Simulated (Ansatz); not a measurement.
# C2HF5: the cost of one run

Method: the levels named in each step, in Ansatz 0.2.0.

## 1. The starting structure

Bond lengths: F1–C2 1.342 Å, C2–F3 1.340 Å, C2–C4 1.550 Å, C4–F5 1.334 Å, C4–F6 1.325 Å, C4–F7 1.334 Å, C2–H8 1.102 Å. Angles: F1–C2–F3 108.0°, F1–C2–C4 109.6°, F1–C2–H8 109.4°, F3–C2–C4 109.7°, F3–C2–H8 109.5°, C4–C2–H8 110.6°, C2–C4–F5 110.1°, C2–C4–F6 112.7°, C2–C4–F7 110.2°, F5–C4–F6 108.5°, F5–C4–F7 107.5°, F6–C4–F7 107.8°.

Coordinates:

```xyz
8

F    -1.0982    1.1123   -0.9839
C    -0.9409    0.2960    0.0696
F    -1.6477   -0.8188   -0.1605
C     0.5586   -0.0598    0.2318
F     0.7261   -0.8704    1.2786
F     1.0628   -0.6514   -0.8419
F     1.2709    1.0443    0.4622
H    -1.3220    0.7913    0.9766
```

## 2. A rough first relaxation, PBE-D4/def2-SVP

This run stands in another session on the same molecule. It ended at:

```xyz
8

F    -1.0774    1.1256   -0.9941
C    -0.9359    0.2954    0.0681
F    -1.6360   -0.8437   -0.1550
C     0.5575   -0.0570    0.2343
F     0.7112   -0.8813    1.2886
F     1.0433   -0.6586   -0.8615
F     1.2630    1.0676    0.4634
H    -1.3160    0.7953    0.9887
```

## 3. Relaxation, PBE0-D4/def2-TZVPP

This run stands in another session on the same molecule. It ended at:

```xyz
8

F    -1.0727    1.1151   -0.9810
C    -0.9312    0.2959    0.0724
F    -1.6240   -0.8308   -0.1542
C     0.5537   -0.0560    0.2343
F     0.7078   -0.8700    1.2762
F     1.0324   -0.6511   -0.8483
F     1.2529    1.0542    0.4594
H    -1.3093    0.7861    0.9738
```

## 4. Frequencies, PBE0-D4/def2-TZVPP

Input file input.yaml:

```yaml
crystal:
  periodic: [false, false, false]
  atoms:
    - { symbol: F, position_ang: [-1.07270011, 1.11509392, -0.98104054] }
    - { symbol: C, position_ang: [-0.93117848, 0.29594158, 0.07244852] }
    - { symbol: F, position_ang: [-1.62400542, -0.83077723, -0.1542048] }
    - { symbol: C, position_ang: [0.55368476, -0.05597461, 0.23426303] }
    - { symbol: F, position_ang: [0.70783258, -0.87001706, 1.27617175] }
    - { symbol: F, position_ang: [1.03243439, -0.65109648, -0.84826433] }
    - { symbol: F, position_ang: [1.25286097, 1.05420561, 0.45936167] }
    - { symbol: H, position_ang: [-1.30929871, 0.78608424, 0.97381471] }
basis:
  gaussian: { orbitals: def2-TZVPP }
hamiltonian:
  xc: pbe0
  dispersion: d4
phonons: {}
```

Started as:

```console
> ansatz run input.yaml --threads 4 --pin off --max-ram 10240MiB --backend cpu --events-out ev --progress --plain --runs-dir out
```

What time and memory should one allow on 4 threads of Intel Xeon at 2.50GHz (Skylake/Cascade Lake), shared host?

About 4.5 min, with a peak of 0.63 GiB.
